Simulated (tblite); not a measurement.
# C21H37OSi: the cost of one run

Computed with tblite 0.8.0 and PySCF 2.14.0 and routines of our own; the level stands in each step. Atoms count from 0.

## 1. The starting structure

60 atoms, charge 0, multiplicity 2; geometry from: force field, distance geometry or constructed start.

## 2. Optimising the geometry with GFN2-xTB

What the job is given:

```
{"job": {"kind": "relax", "xc": "GFN2-xTB", "basis": "xTB"}, "charge": 0, "multiplicity": 2}
C     -2.957100     0.703700     2.855000
C     -3.090400    -0.037400     1.497800
C     -3.447500    -1.504400     1.892700
C     -4.293400     0.506300     0.699300
C     -1.770700     0.073200     0.669300
C     -1.194500    -1.116100     0.145400
C      0.043900    -1.139200    -0.509900
C      0.480100    -2.356200    -1.335200
C     -0.720300    -2.915500    -2.151700
C      0.995300    -3.490500    -0.433400
C      1.554700    -2.006500    -2.386600
C      0.772500     0.053000    -0.452500
Si     2.281400    -0.018500     1.012200
C      3.859700    -0.683800     0.228500
C      1.693000    -1.126800     2.412200
C      2.626100     1.678200     1.740000
C      0.070400     1.295000    -0.377700
C      0.566700     2.468100    -1.287600
C      1.916900     2.169500    -1.992600
C     -0.454100     2.671400    -2.432100
C      0.747800     3.819800    -0.547200
C     -1.186000     1.347700     0.320900
O     -1.749700     2.461600     0.602300
H     -2.930700     1.788000     2.748800
H     -3.822600     0.501400     3.504800
H     -2.065800     0.391300     3.397600
H     -2.633500    -1.990300     2.431000
H     -3.705100    -2.107200     1.014700
H     -4.333300    -1.531200     2.542700
H     -5.229600     0.338500     1.252500
H     -4.225600     1.576600     0.511100
H     -4.380500    -0.000300    -0.264500
H     -1.727200    -2.051300     0.238700
H     -1.497500    -3.346100    -1.506900
H     -0.402400    -3.710500    -2.835000
H     -1.187400    -2.125300    -2.761500
H      1.924500    -3.210200     0.067400
H      0.268500    -3.760300     0.332400
H      1.214700    -4.396000    -1.019300
H      1.201200    -1.220200    -3.067700
H      2.483100    -1.654700    -1.925100
H      1.824400    -2.885400    -2.988600
H      4.701300    -0.571200     0.921500
H      4.104500    -0.136400    -0.685500
H      3.764700    -1.743100    -0.008600
H      0.761400    -0.746100     2.833800
H      1.526800    -2.156200     2.076300
H      2.445600    -1.155800     3.210000
H      3.086800     2.342700     0.997600
H      3.327500     1.589600     2.574700
H      1.709500     2.128700     2.115600
H      1.878800     1.249900    -2.590100
H      2.743100     2.075200    -1.285700
H      2.186400     2.973900    -2.689000
H     -0.113400     3.434300    -3.140600
H     -0.606300     1.743700    -2.996500
H     -1.431400     2.988400    -2.075400
H      1.267000     4.553700    -1.186500
H      1.341500     3.705300     0.366300
H     -0.199900     4.285200    -0.273700
```

Run with:

```console
$ OMP_NUM_THREADS=1 python large_run.py task.json out
```

This one command runs all jobs of the session in turn.

**Question.** How long does this first job take on 1 thread of Arm Neoverse V2, shared host, and how much memory does it need?

About 9 s, with a peak of 0.19 GiB.
